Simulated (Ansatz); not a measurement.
Working through a relaxation of cell and ions of Ti, space group Fm-3m

With Ansatz's Python interface.

At the Python prompt:
```pycon
>>> import ansatz
>>> from ase import Atoms
>>> from ase.io import write
>>> import matplotlib.pyplot as plt
>>> import numpy as np
>>> def edges_and_angles(cell):
...     cell = np.asarray(cell)
...     a, b, c = np.linalg.norm(cell, axis=1)
...     cosines = cell[1] @ cell[2] / (b * c), cell[0] @ cell[2] / (a * c), cell[0] @ cell[1] / (a * b)
...     return (a, b, c, *np.degrees(np.arccos(cosines)))
...
>>> xtal = (
...     ansatz.Lattice.fcc(4.06)
...     .space_group(225)
...     .atom("Ti", (0.0, 0.0, 0.0))
...     .primitive()
... )
>>> # every cell quantity that the symmetry leaves free
>>> job = xtal.calculation()
>>> job = job.functional("pbesol")
>>> job = job.basis(17 * ansatz.Ha)
>>> job = job.kpoints(spacing=0.24)
>>> job = job.occupations("cold", width=0.1)
>>> job = job.relax(force_tolerance=0.01, cell=True)
>>> steps = []
>>> def follow(event):
...     if event["event"] != "relax_step":
...         return
...     row = event["data"]
...     steps.append(row)
...     print(f"step {row['step']:3d}  E = {row['lagrangian_ev']:.5f} eV  largest force component = {row['allowed_force_max_ev_ang']:.4f} eV/A  P = {row['pressure_gpa']:.3f} GPa")
...
>>> out = job.session().plan(threads=1).execute(on_event=follow)
step   1  E = -2473.83914 eV  largest force component = 0.0000 eV/A  P = -0.331 GPa
step   2  E = -2473.83917 eV  largest force component = 0.0000 eV/A  P = 0.240 GPa
step   3  E = -2473.83920 eV  largest force component = 0.0000 eV/A  P = -0.001 GPa
step   4  E = -2473.83919 eV  largest force component = 0.0000 eV/A  P = -0.001 GPa
>>> data = out.report
>>> data["kweights"]
[0.0005787037037037037, 0.004629629629629629, 0.004629629629629629, 0.004629629629629629, 0.004629629629629629, 0.004629629629629629, 0.0023148148148148147, 0.003472222222222222, 0.013888888888888888, 0.013888888888888888, 0.013888888888888888, 0.013888888888888888, 0.013888888888888888, 0.013888888888888888, 0.013888888888888888, 0.013888888888888888, 0.013888888888888888, 0.006944444444444444, 0.003472222222222222, 0.013888888888888888, 0.013888888888888888, 0.013888888888888888, 0.013888888888888888, 0.013888888888888888, 0.013888888888888888, 0.013888888888888888, 0.006944444444444444, 0.003472222222222222, 0.013888888888888888, 0.013888888888888888, 0.013888888888888888, 0.013888888888888888, 0.013888888888888888, 0.006944444444444444, 0.003472222222222222, 0.013888888888888888, 0.013888888888888888, 0.013888888888888888, 0.006944444444444444, 0.003472222222222222, 0.013888888888888888, 0.006944444444444444, 0.001736111111111111, 0.013888888888888888, 0.027777777777777776, 0.027777777777777776, 0.027777777777777776, 0.013888888888888888, 0.013888888888888888, 0.027777777777777776, 0.027777777777777776, 0.027777777777777776, 0.027777777777777776, 0.027777777777777776, 0.013888888888888888, 0.013888888888888888, 0.027777777777777776, 0.027777777777777776, 0.027777777777777776, 0.013888888888888888, 0.013888888888888888, 0.027777777777777776, 0.013888888888888888, 0.006944444444444444, 0.013888888888888888, 0.027777777777777776, 0.013888888888888888, 0.013888888888888888, 0.027777777777777776, 0.013888888888888888, 0.006944444444444444, 0.003472222222222222]
>>> first, last = steps[0], steps[-1]
>>> symbols = [site.symbol for site in out.lattice.sites]
>>> print(f"energy gained {first['lagrangian_ev'] - last['lagrangian_ev']:.4f} eV in {len(steps) - 1} steps")
energy gained 0.0001 eV in 3 steps
>>> for label, vectors in (("before", first["cell_ang"]), ("after", out.lattice.cell_ang)):
...     print(label, "a b c (A) {:.4f} {:.4f} {:.4f}  angles {:.2f} {:.2f} {:.2f}".format(*edges_and_angles(vectors)), f" V = {abs(np.linalg.det(vectors)):.3f} A^3")
...
before a b c (A) 2.8709 2.8709 2.8709  angles 60.00 60.00 60.00  V = 16.731 A^3
after a b c (A) 2.8680 2.8680 2.8680  angles 60.00 60.00 60.00  V = 16.682 A^3
>>> print("final stress xx yy zz (GPa, compression positive):", np.round(np.diag(data["stress_gpa"]), 3) + 0.0)
final stress xx yy zz (GPa, compression positive): [-0.001 -0.001 -0.001]
>>> relaxed = Atoms(symbols, positions=[site.position_ang for site in out.lattice.sites], cell=out.lattice.cell_ang, pbc=True)
>>> write("relaxed.vasp", relaxed, format="vasp")
>>> fig, (top, bottom) = plt.subplots(2, 1, sharex=True, figsize=(4.5, 4))
>>> top.plot([s["lagrangian_ev"] - last["lagrangian_ev"] for s in steps], "o-")
[<matplotlib.lines.Line2D object at 0x...>]
>>> top.set_ylabel("E - E(final) (eV)")
Text(0, 0.5, 'E - E(final) (eV)')
>>> bottom.semilogy([max(s["allowed_force_max_ev_ang"], 1e-6) for s in steps], "s-")
[<matplotlib.lines.Line2D object at 0x...>]
>>> bottom.set(xlabel="step", ylabel="largest force (eV/A)")
[Text(0.5, 0, 'step'), Text(0, 0.5, 'largest force (eV/A)')]
>>> fig.tight_layout()
>>> fig.savefig("relax.png", dpi=100)
>>> change = np.array(last["positions_ang"]) @ np.linalg.inv(last["cell_ang"]) - np.array(first["positions_ang"]) @ np.linalg.inv(first["cell_ang"])
>>> moved = np.linalg.norm(change @ np.array(last["cell_ang"]), axis=1)
>>> print("displacement within the cell, strain taken out (A):", " ".join(f"{s}:{d:.3f}" for s, d in zip(symbols, moved)))
displacement within the cell, strain taken out (A): Ti:0.000
>>> for key in ("converged", "n_iterations", "n_electrons", "n_kpoints", "n_pw", "n_symmetry_ops", "free_energy_ev", "fermi_energy_ev"):
...     print(f"{key:18s} {data[key]}")
...
converged          True
n_iterations       5
n_electrons        12.0
n_kpoints          72
n_pw               339
n_symmetry_ops     48
free_energy_ev     -2473.839189391392
fermi_energy_ev    13.799004163748727
```

It writes `relaxed.vasp`:
```text
Ti
 1.0000000000000000
     0.0000000000000002    2.0280126298909913    2.0280126298909913
     2.0280126298909913    0.0000000000000001    2.0280126298909913
     2.0280126298909913    2.0280126298909913   -0.0000000000000000
 Ti
   1
Cartesian
  0.0000000000000000  0.0000000000000000  0.0000000000000000
```

What to keep in mind:
- Total energies depend on the potentials; only differences at equal settings carry meaning. A total without «per atom» is that of the whole cell that was run.
- The run is spin-unpolarised.
- The mesh is modest for a metal, so energies can be off by several to tens of meV an atom and pressures by half a GPa or more; differences at equal mesh fare better.
- An absolute Fermi energy rests on an arbitrary zero of the periodic potential and has no direct meaning.
- Energies along a relaxation are free energies. Rows at an unchanged volume are solved on a plane-wave basis chosen afresh for that cell, so the energy can jump there; the script counts such rows among its steps.
- Edges and angles are those of the cell as typed, here a primitive one, not of the conventional cell.
- This isn't the structure that Ti takes at ambient conditions.
- Timing: 5.4 s on 1 thread of Arm Neoverse V1 (shared host), peak memory 0.44 GiB.
